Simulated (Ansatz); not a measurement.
# Br2H4Si2: the cost of one run

Method: PBE/6-31G*; program: Ansatz 0.2.0, Gaussian basis.

## Step 1: The geometry

An earlier PBE0-D4 in a triple-zeta def2 set relaxation fixed the geometry.

8 atoms, charge 0, spin multiplicity 1.

Atoms are counted from 1 here; the program's logs count them from 0.

Bond lengths: Si1–Si2 2.334 Å, Si1–H5 1.486 Å, Si1–H6 1.484 Å, Si1–H7 1.486 Å, Si2–Br3 2.221 Å, Si2–Br4 2.221 Å, Si2–H8 1.481 Å. Angles: Si2–Si1–H5 109.3°, Si2–Si1–H6 108.0°, Si2–Si1–H7 109.3°, H5–Si1–H6 110.2°, H5–Si1–H7 109.9°, H6–Si1–H7 110.2°, Si1–Si2–Br3 108.8°, Si1–Si2–Br4 108.8°, Si1–Si2–H8 115.4°, Br3–Si2–Br4 109.9°, Br3–Si2–H8 106.9°, Br4–Si2–H8 106.9°.

## Step 2: The run

in.yaml reads:

```yaml
crystal:
  periodic: [false, false, false]
  atoms:
    - {symbol: Si, position_ang: [-0.373966, 1.179352, 0.059837]}
    - {symbol: Si, position_ang: [0.188777, -1.085593, 0.017702]}
    - {symbol: Br, position_ang: [2.074257, -1.376247, 1.154267]}
    - {symbol: Br, position_ang: [0.475083, -1.712700, -2.093245]}
    - {symbol: H, position_ang: [-0.555393, 1.613884, 1.469181]}
    - {symbol: H, position_ang: [0.733426, 1.939395, -0.571634]}
    - {symbol: H, position_ang: [-1.634909, 1.385743, -0.698754]}
    - {symbol: H, position_ang: [-0.815176, -2.001036, 0.606847]}
basis:
  gaussian: {orbitals: "6-31G*"}
hamiltonian: {xc: {name: PBE}}
md: {timestep: 1 fs, n_steps: 30, ensemble: nvt_langevin, temperature: 1500, initial_velocities: maxwell_boltzmann, friction: 0.01, seed: 190}
```

Launch:

```
ansatz run in.yaml --threads 4 --pin off --events-out ev --progress --plain --max-ram 10444MiB
```

Q: Estimate wall time and peak memory on 4 threads of Intel Xeon Platinum 8259CL at 2.50GHz, shared host.

About 49 s, with a peak of 0.45 GiB.
